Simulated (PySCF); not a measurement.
# DyF3H2O (Dy(F)3(H2O)): the cost of one run

Program: PySCF 2.14.0. Level of theory: several levels, as the steps say, no spin–orbit coupling. These are calculated values, not measurements.

2 further runs of the same task are left out: 2 for a known fault of the program. Runs told in other sessions of the task aren't counted.

## Step 1: Where the work starts

7 atoms, charge 0, spin multiplicity 1.

Bond lengths: Dy1–F2 2.036 Å, Dy1–F3 2.033 Å, Dy1–F4 2.036 Å, Dy1–O5 2.417 Å, O5–H6 0.969 Å, O5–H7 0.969 Å. Angles: F2–Dy1–F3 115.7°, F2–Dy1–F4 118.7°, F2–Dy1–O5 99.9°, F3–Dy1–F4 115.7°, F3–Dy1–O5 102.0°, F4–Dy1–O5 99.9°, Dy1–O5–H6 126.5°, Dy1–O5–H7 126.5°, H6–O5–H7 106.9°.

As a file:

```xyz
7

Dy    0.08653   -0.08224    0.08224
F     1.08861    1.34797    1.12941
F    -1.30589   -1.12933    1.12933
F     1.08861   -1.12941   -1.34797
O    -1.29318    1.32134   -1.32134
H    -1.64250    2.19649   -1.09551
H    -1.64250    1.09551   -2.19649
```

Formal oxidation states: Dy +3. Each metal's 9 4f electrons lie in its core potential, so multiplicities, spins and levels count the valence alone. An earlier session relaxed this geometry at B3LYP, Dy lcecp-1-SVP with ECP55, F def2-SVP, O def2-SVP, H def2-SVP (singlet, point group Cs).

At B3LYP on the finer grid: E = -413.050635 Eh, HOMO -9.15 eV, LUMO -1.55 eV, Mulliken charge on Dy1 +1.13 e, largest force component 0.009 eV/Å. 

Levels to run: BP86; TPSSh; PBE; M06-L; B3LYP, TZVP. Hardware: 2 threads of Arm Neoverse V2, shared host.

## Step 2: BP86

File run.py (the lines that set the calculation):

```python
mol = gto.M(atom='''
Dy     0.08653    -0.08224     0.08224
F      1.08861     1.34797     1.12941
F     -1.30589    -1.12933     1.12933
F      1.08861    -1.12941    -1.34797
O     -1.29318     1.32134    -1.32134
H     -1.64250     2.19649    -1.09551
H     -1.64250     1.09551    -2.19649''',
    basis={'Dy': 'lcecp-1-SVP', 'F': 'def2-SVP', 'O': 'def2-SVP', 'H': 'def2-SVP'},
    ecp={'Dy': 'lcecp-1-SVP'},
    charge=0, spin=0)
mf = dft.RKS(mol, xc='B88,P86')
mf.grids.atom_grid = (75, 302)  # f atoms: unpruned, at least (60, 302)
mf = mf.density_fit()  # fitting sets: Dy AutoAux, F def2-universal-JKFIT, O def2-universal-JKFIT, H def2-universal-JKFIT
mf.conv_tol = 1e-08; mf.max_cycle = 55
mf.kernel(dm0)  # dm0: the density of the relaxed state
```

On the command line:

```console
OMP_NUM_THREADS=2 python run.py
```

**Question.** How long does this run take on 2 threads of Arm Neoverse V2, shared host?

About 4.9 s.
